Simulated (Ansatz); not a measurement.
# OsCl4: the cost of one run

Computed with Ansatz 0.2.0 (DFT PBEsol, scalar-relativistic, plane waves, PAW, unless a step's input says otherwise).

### Step 1. The starting structure

It takes space group Cmmm (No. 65, orthorhombic). The conventional cell has a = 8.094 Å, b = 8.726 Å, c = 3.579 Å, α = 90.00°, β = 90.00°, γ = 90.00°. Os (site symmetry mmm) is surrounded by 6 Cl at 2.25 to 2.36 Å. Around Cl (site symmetry m2m) lie 2 Os at 2.36 Å. Around Cl (site symmetry 2mm) lie 1 Os at 2.25 Å.

Structure file:

```
Os Cl
1.0
     4.04710   -4.36314    0.00000
     4.04710    4.36314    0.00000
     0.00000    0.00000    3.57887
Os Cl
1 4
Direct
  0.00000 0.00000 0.00000
  0.82348 0.17652 0.50000
  0.17652 0.82348 0.50000
  0.27839 0.27839 0.00000
  0.72161 0.72161 0.00000
```

This cell was relaxed beforehand with the same method: volume 25.28 Å³/atom, gap on the mesh 0.23 eV, site moments up to 1.0 μB.

### Step 2. Seeking the band edges over the whole zone

File input.yaml:

```yaml
crystal:
  lattice:
    - [4.0470992966, -4.3631385155, 0.0]
    - [4.0470992966, 4.3631385155, 0.0]
    - [0.0, 0.0, 3.5788677829]
  atoms:
    - { symbol: Os, position: [0.0, 0.0, 0.0], spin: 1.07 }
    - { symbol: Cl, position: [0.8234790181, 0.1765209819, 0.5] }
    - { symbol: Cl, position: [0.1765209819, 0.8234790181, 0.5] }
    - { symbol: Cl, position: [0.2783918983, 0.2783918983, 0.0], spin: 0.22 }
    - { symbol: Cl, position: [0.7216081017, 0.7216081017, 0.0], spin: 0.22 }
basis:
  ecutwfc: 420
kpoints:
  mp_grid: { grid: [6, 6, 10] }
  band_path: { path: [VBM, CBM], npoints: 2 }
hamiltonian:
  xc: pbesol
scf:
  occupations: { method: gaussian, width: 0.01 }
output:
  forces: false
  stress: false
  eigenvalues: true
  populations: true
magnetization:
  spin_polarized: true
checkpoint:
  read: start.run
  write: ck
  compress: false
  write_wavefunctions: false
  write_every: 100000
```

Launch:

```bash
$ ansatz run input.yaml --threads 1 --pin off --max-ram 2560MiB --backend cpu --events-out ev --progress --plain --runs-dir out
```

What time and memory should one allow on 1 thread of Intel Xeon Platinum 8259CL at 2.50GHz (Skylake/Cascade Lake), shared host?

About 61 s, with a peak of 0.67 GiB.
